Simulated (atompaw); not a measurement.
# Pseudopotential generation for chlorine: PAW (atompaw), LDA (PW92)

Do these settings give a usable potential? It is generated, then checked for scattering, ghosts and hardness.

Program: atompaw 4.2.0.5. Reference atom: LDA (PW92), scalar-relativistic, spherical and spin-unpolarised. All values are calculated.

**1. The design**

Typed settings, in words:

| Item | Value |
| --- | --- |
| element | chlorine (Cl, Z = 17) |
| type | PAW |
| frozen core | [Ne] |
| valence charge | 7 |
| reference configuration | 3s2 3p5 |
| partial waves | 3s (bound): rc 1.50 bohr; 3s channel at -1.2 Ry: rc 1.50 bohr; 3p (bound): rc 1.50 bohr; 3p channel at -0.25 Ry: rc 1.05 bohr; 3d channel at 0.45 Ry: rc 1.40 bohr; 3d channel at 1.5 Ry: rc 1.40 bohr |
| local potential | ultrasoft scheme with l = 3 at 0 Ry, radius 1.25 bohr |
| core correction | smooth core density matched at 1.15 bohr |
| augmentation charge | gaussian compensation charge, radius 1.35 bohr; PAW radius 1.50 bohr; waves and projectors: custom polynom vanderbiltortho |

The outer shells as boxes (Hund's rule for the drawing; the calculation is spin-unpolarised):

```
[Ne] core
3s [↑↓]
3p [↑↓][↑↓][↑ ]
```

The nodes and maxima of the atom's own shells, from an earlier all-electron run, set the scale for the radii.

All-electron outer shells of the reference configuration (LDA (PW92), scalar-relativistic, ld1.x):

```tsv
shell	level (eV)	outermost node (bohr)	outermost maximum (bohr)
2s	-251.72	0.12	0.36
2p	-191.62	–	0.30
3s	-20.69	0.56	1.27
3p	-8.70	0.53	1.43
```

**2. Generation**

Input file Cl.input:

```
Cl 17
LDA-PW scalarrelativistic loggrid 1500 logderivrange -4 5 226
3 3 0 0 0 0
3 1 5
0 0 0
c
c
v
c
v
2
1.50 1.35 1.25 1.15
y
-1.2
n
y
-0.25
n
y
0.45
y
1.5
n
custom polynom vanderbiltortho gaussian
3 0 ultrasoft
1.50
1.50
1.50
1.05
1.40
1.40
PWSCFOUT
UPFDX 0.0125d0 UPFXMIN -7.d0 UPFZMESH 17.d0
END
```

The run is started by

```bash
$ atompaw < Cl.input > Cl.log
```

Q: Predict the outcome of this session. Wanted: cutoffs for 10 and 1 mRy, occupied levels; bound ghosts; largest phase difference near zero energy, channels read; lowest eigenvalue of the overlap; share of valence orbitals outside the PAW sphere; UPF file.

The runs gave:

| quantity | value |
| --- | --- |
| cutoffs for 10 and 1 mRy, occupied levels | 18 Ry and 30 Ry |
| bound ghosts | none found |
| largest phase difference near zero energy, channels read | 0.000 rad |
| lowest eigenvalue of the overlap (Bessel basis) | 0.002 (p) |
| share of valence orbitals outside the PAW sphere | 3s 47 %, 3p 62 % |
| UPF file | not written |

The overlap operator is nearly singular (0.002). It counts as soft on the atom at that tolerance, with 18 Ry needed at the looser tolerance. The slowest occupied level is 3s: taken alone it needs 25 Ry to come within 1 mRy, against 18 Ry for 3p. No bound ghost shows below the valence levels. Near zero energy the phases of the channels with partial waves agree within 0.001 rad. The pseudo core plus compensation charge is negative at some radii, so no UPF file was written. All of this concerns the isolated atom, not yet a solid.
